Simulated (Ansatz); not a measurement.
# C3H8AlGaS: the cost of one run

The runs use Ansatz 0.2.0, Gaussian basis; the settings change from run to run.

## Step 1: The geometry

The geometry comes from an earlier relaxation with PBE0-D4 in a triple-zeta def2 set; it is a stationary point, not always the lowest conformer.

SMILES `C/[C]([GaH2])=C\[S][AlH2]`, 14 atoms, charge 0, spin multiplicity 1.

Atoms are counted from 1 here; the program's logs count them from 0.

Bond lengths: C1–C2 1.498 Å, C1–H7 1.094 Å, C1–H8 1.094 Å, C1–H9 1.109 Å, C2–Ga3 1.953 Å, C2–C4 1.345 Å, Ga3–H10 1.568 Å, Ga3–H11 1.570 Å, C4–S5 1.766 Å, C4–H12 1.087 Å, S5–Al6 2.203 Å, Al6–H13 1.580 Å, Al6–H14 1.582 Å. Angles: C2–C1–H7 112.2°, C2–C1–H8 111.8°, C2–C1–H9 112.6°, H7–C1–H8 106.1°, H7–C1–H9 109.3°, H8–C1–H9 104.3°, C1–C2–Ga3 121.5°, C1–C2–C4 123.7°, Ga3–C2–C4 114.8°, C2–Ga3–H10 117.0°, C2–Ga3–H11 120.4°, H10–Ga3–H11 122.6°, C2–C4–S5 127.8°, C2–C4–H12 119.7°, S5–C4–H12 112.4°, C4–S5–Al6 95.6°, S5–Al6–H13 118.4°, S5–Al6–H14 117.6° and more.

## Step 2: PBE0/6-31G*

Set apart from the defaults: atoms shaken by 0.15 Å, a point charge of 2.00 e beside it.

in.yaml reads:

```yaml
crystal:
  periodic: [false, false, false]
  atoms:
    - {symbol: C, position_ang: [-0.711790, -0.686055, 0.489875]}
    - {symbol: C, position_ang: [0.517236, -0.479762, 0.088531]}
    - {symbol: Ga, position_ang: [2.014448, -1.552559, 0.282912]}
    - {symbol: C, position_ang: [0.601726, 0.537612, -1.058228]}
    - {symbol: S, position_ang: [-0.716949, 1.637370, -1.706639]}
    - {symbol: Al, position_ang: [-1.353487, 2.069811, 0.049408]}
    - {symbol: H, position_ang: [-0.689043, -0.139706, 1.584849]}
    - {symbol: H, position_ang: [-0.895890, -1.850149, 0.287374]}
    - {symbol: H, position_ang: [-1.415889, -0.413780, -0.181400]}
    - {symbol: H, position_ang: [3.616683, -1.181764, -0.406149]}
    - {symbol: H, position_ang: [1.978707, -2.767693, 1.047285]}
    - {symbol: H, position_ang: [1.658381, 0.561055, -1.830044]}
    - {symbol: H, position_ang: [-0.633181, 2.227549, 1.321039]}
    - {symbol: H, position_ang: [-3.156819, 2.224089, 0.166701]}
basis:
  gaussian: {orbitals: "6-31G*", point_charges: [{charge: 2.00, position_ang: [7.194, -0.747, -0.136]}]}
hamiltonian: {xc: {name: PBE0}}
output: {forces: true}
```

Command:

```bash
> ansatz run in.yaml --threads 2 --pin off --events-out ev --progress --plain --max-ram 22528MiB --backend cpu
```

**Question.** How long does this run take on 2 threads of AMD EPYC 7R13, shared host, and how much memory does it need?

About 5 s, with a peak of 0.45 GiB.
